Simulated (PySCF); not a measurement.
# C2HClFIn (SMILES C#[C][In]([F])[Cl]) at 3 levels

We compute a comparison of 3 runs (HF/3-21G, r2SCAN/def2-SVP, B3LYP/def2-SVPD) of C2HClFIn. 

The calculation is run with PySCF 2.14.0.

### 1 The structure to begin with

The species is C2HClFIn (6 atoms), meant as a singlet with charge 0. As SMILES, `C#[C][In]([F])[Cl]`. The coordinates come from a PBE0-D4/def2-TZVP relaxation.

Bond lengths: C1–C2 1.206 Å, C2–In3 2.048 Å, In3–F4 1.933 Å, In3–Cl5 2.293 Å, C1–H6 1.067 Å. Angles: C1–C2–In3 179.4°, C2–In3–F4 120.7°, C2–In3–Cl5 127.6°, F4–In3–Cl5 111.7°, C2–C1–H6 179.8°.

### 2 Energy and forces at HF/3-21G (run 1)

job.py reads:

```python
from pyscf import gto

molecule = gto.M(
    atom='''
C    1.088300   0.340300   1.700800
C    0.438900   0.120100   0.708700
In  -0.655800  -0.235700  -0.984700
F   -1.773600  -1.806600  -1.123700
Cl  -0.759200   1.049500  -2.880900
H    1.661500   0.532400   2.579900
''',
    charge=0,
    basis='3-21g',
    max_memory=1860,
    spin=0,
    verbose=4,
)

mf = molecule.RHF()
mf.conv_tol = 1e-10
mf.kernel()
if not mf.converged:
    mf = mf.newton().run(mf.mo_coeff, mf.mo_occ)

e_final = mf.e_tot
print('E(%s) = %.9f' % ('HF', e_final))
grad = mf.nuc_grad_method().kernel()
dip = mf.dip_moment()
pop, q = mf.mulliken_pop()
```

Command:

```console
$ OMP_NUM_THREADS=1 python job.py
```

Standard output:

```text
PySCF version 2.14.0

[... 66 lines left out ...]
converged SCF energy = -6346.88993367822
[... 13 lines left out ...]
Dipole moment(X, Y, Z, Debye):  2.13454,  0.52376,  3.52465
[... 80 lines left out ...]
charge of    5H =      0.34594
```

Wall time 3.9 s (1 thread of Arm Neoverse V2, shared host); peak memory 0.14 GiB.

### 3 Energy and forces at r2SCAN/def2-SVP (core potential) (run 2)

input.py reads:

```python
from pyscf import gto, dft

mol = gto.Mole()
mol.atom = '''
C    1.088300   0.340300   1.700800
C    0.438900   0.120100   0.708700
In  -0.655800  -0.235700  -0.984700
F   -1.773600  -1.806600  -1.123700
Cl  -0.759200   1.049500  -2.880900
H    1.661500   0.532400   2.579900
'''
mol.charge = 0
mol.ecp = {'In': 'def2-svp'}
mol.verbose = 4
mol.max_memory = 1860
mol.basis = 'def2-svp'
mol.build()

mf = dft.RKS(mol, xc='r2scan')
mf.grids.level = 5
mf.conv_tol = 1e-10
mf.kernel()
if not mf.converged:
    mf = mf.newton().run(mf.mo_coeff, mf.mo_occ)

e_tot = mf.e_tot
print('E = %.10f Eh' % e_tot)
grad = mf.nuc_grad_method().kernel()
dip = mf.dip_moment()
pop, q = mf.mulliken_pop()
```

Command:

```console
$ OMP_NUM_THREADS=1 python input.py
```

Standard output:

```text
PySCF version 2.14.0

[... 85 lines left out ...]
converged SCF energy = -826.655653957873
[... 14 lines left out ...]
Dipole moment(X, Y, Z, Debye):  1.88495,  1.09395,  2.28142
[... 98 lines left out ...]
charge of    5H =      0.05644
```

Run time: 62 s. Hardware: 1 thread of Arm Neoverse V2, shared host; peak memory 0.94 GiB.

### 4 Energy and forces at B3LYP/def2-SVPD (core potential) (run 3)

input.py reads:

```python
# C#[C][In]([F])[Cl]
from pyscf import gto, dft

mol = gto.M(
    atom='''
C      1.088300     0.340300     1.700800
C      0.438900     0.120100     0.708700
In    -0.655800    -0.235700    -0.984700
F     -1.773600    -1.806600    -1.123700
Cl    -0.759200     1.049500    -2.880900
H      1.661500     0.532400     2.579900
''',
    ecp={'In': 'def2-svp'},
    max_memory=1860,
    verbose=4,
    basis='def2-svpd',
    spin=0,
)

mf = dft.RKS(mol, xc='b3lyp')
mf.conv_tol = 1e-10
mf.grids.level = 5
mf.kernel()
if not mf.converged:
    mf = mf.newton().run(mf.mo_coeff, mf.mo_occ)

energy = mf.e_tot
print('Final energy', energy)
grad = mf.nuc_grad_method().kernel()
mf.analyze()
```

Command:

```console
$ OMP_NUM_THREADS=1 python input.py
```

Standard output:

```text
PySCF version 2.14.0

[... 113 lines left out ...]
MO #10  energy= -3.14583741469737  occ= 2
[... 23 lines left out ...]
MO #34  energy= 0.00822714223641156 occ= 0
[... 23 lines left out ...]
MO #58  energy= 0.265968650670453  occ= 0
[... 23 lines left out ...]
MO #82  energy= 0.677370512842984  occ= 0
[... 23 lines left out ...]
MO #106 energy= 1.49835509495181   occ= 0
[... 23 lines left out ...]
MO #130 energy= 60.8567729750706   occ= 0
[... 139 lines left out ...]
Dipole moment(X, Y, Z, Debye):  2.05259,  1.26421,  2.38833
```

Wall time 60 s (1 thread of Arm Neoverse V2, shared host); peak memory 1.4 GiB.

### 5 All runs side by side

```csv
run,level,core potential,integration grid,energy (Eh),dipole moment (D),HOMO energy (eV),LUMO energy (eV),wall time
1,HF/3-21G,–,–,-6346.889934,4.15,-11.67,0.87,3.9 s
2,r2SCAN/def2-SVP (core potential),def2-svp,5,-826.655654,3.16,-7.92,-2.46,62 s
3,B3LYP/def2-SVPD (core potential),def2-svp,5,-826.807447,3.39,-8.80,-2.39,60 s
```

### 6 Summary of results

```
                       quantity          value
            run 3: total energy  -826.80745 Eh
           run 3: dipole moment         3.39 D
             run 3: HOMO energy       -8.80 eV
             run 3: LUMO energy       -2.39 eV
           run 3: HOMO–LUMO gap        6.41 eV
run 3: largest force on an atom     0.941 eV/Å
```

**Reading.** The dipole moment (its size) runs from 3.16 D (r2SCAN/def2-SVP) to 4.15 D (HF/3-21G). The two ends differ in method and basis and core potential. The HOMO–LUMO gap runs from 5.46 eV (r2SCAN/def2-SVP) to 12.55 eV (HF/3-21G). Totals of different functionals can't be ranked against each other. Some runs of one species differ in core potentials or relativity; totals across that change don't compare. In run 1 relativity is left out where basis or elements ask for it. All runs together took 2.1 min, the longest 62 s.
